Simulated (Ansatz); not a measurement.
# KSi3I: a trial structure relaxed

Where does this trial cell of KSi3I go when cell and atoms are let free?

Computed with Ansatz 0.2.0 (DFT PBE, scalar-relativistic, plane waves, PAW, unless a step's input says otherwise).

### 1 The structure to begin with

It takes space group Pm-3m (No. 221, cubic). The conventional cell has a = 5.261 Å, b = 5.261 Å, c = 5.261 Å, α = 90.00°, β = 90.00°, γ = 90.00°. K (site symmetry m-3m) has 12 Si at 3.72 Å as nearest neighbours. Si (site symmetry 4/mmm) has 2 I at 2.63 Å and 4 K at 3.72 Å and 8 Si at 3.72 Å as nearest neighbours. Around I (site symmetry m-3m) lie 6 Si at 2.63 Å.

Coordinates:

```xyz
5
Lattice="5.2612 0.0000 0.0000 0.0000 5.2612 0.0000 0.0000 0.0000 5.2612" Properties=species:S:1:pos:R:3 pbc="T T T"
K     0.0000    0.0000    0.0000
Si    0.0000    2.6306    2.6306
Si    2.6306    0.0000    2.6306
Si    2.6306    2.6306    0.0000
I     2.6306    2.6306    2.6306
```

A structure generator made this guess: random cell by space group and Wyckoff sites (Pm-3m, No. 221). The dimensions are guesses.

### 2 The guess as it stands, on a coarse mesh

File input.yaml:

```yaml
crystal:
  lattice:
    - [5.26116344, 0.0, 0.0]
    - [0.0, 5.26116344, 0.0]
    - [0.0, 0.0, 5.26116344]
  atoms:
    - { symbol: K, position: [0.0, 0.0, 0.0] }
    - { symbol: Si, position: [0.0, 0.5, 0.5] }
    - { symbol: Si, position: [0.5, 0.0, 0.5] }
    - { symbol: Si, position: [0.5, 0.5, 0.0] }
    - { symbol: I, position: [0.5, 0.5, 0.5] }
basis:
  ecutwfc: 420
kpoints:
  mp_grid: { grid: [4, 4, 4] }
hamiltonian:
  xc: pbe
scf:
  occupations: { method: gaussian, width: 0.1 }
  lower_state_search: "off"
output:
  forces: true
  stress: true
  eigenvalues: true
```

On the command line:

```console
$ ansatz run input.yaml --threads 1 --pin off --max-ram 2048MiB --backend cpu --events-out ev --progress --plain --runs-dir out
```

The session goes on with these runs: rough relaxation on the coarse mesh; final relaxation.

**Question.** What will these runs give? Wanted: conventional cell; volume; energy over the elements; gap on the mesh.

The runs gave:

```
                              quantity                                                                      value
symmetry at the end (tolerance 0.05 Å)                                                space group Pm-3m (No. 221)
                     conventional cell  a = 5.486 Å, b = 5.486 Å, c = 5.486 Å, α = 90.00°, β = 90.00°, γ = 90.00°
                                volume                                                              33.02 Å³/atom
              energy over the elements                                                              +1.20 eV/atom
                       gap on the mesh                                                               none (metal)
```

**Reading.** The space group Pm-3m (No. 221) is kept, and the volume per atom grows by 13.4 % from the first guess. With a positive formation energy it can't be a ground state. No finished test with a distortion of lower symmetry is shown, so the end may be a saddle point. Spin-orbit coupling is left out for I. The final runs have no spin polarisation, so no magnetic state was tried and one may lie lower.
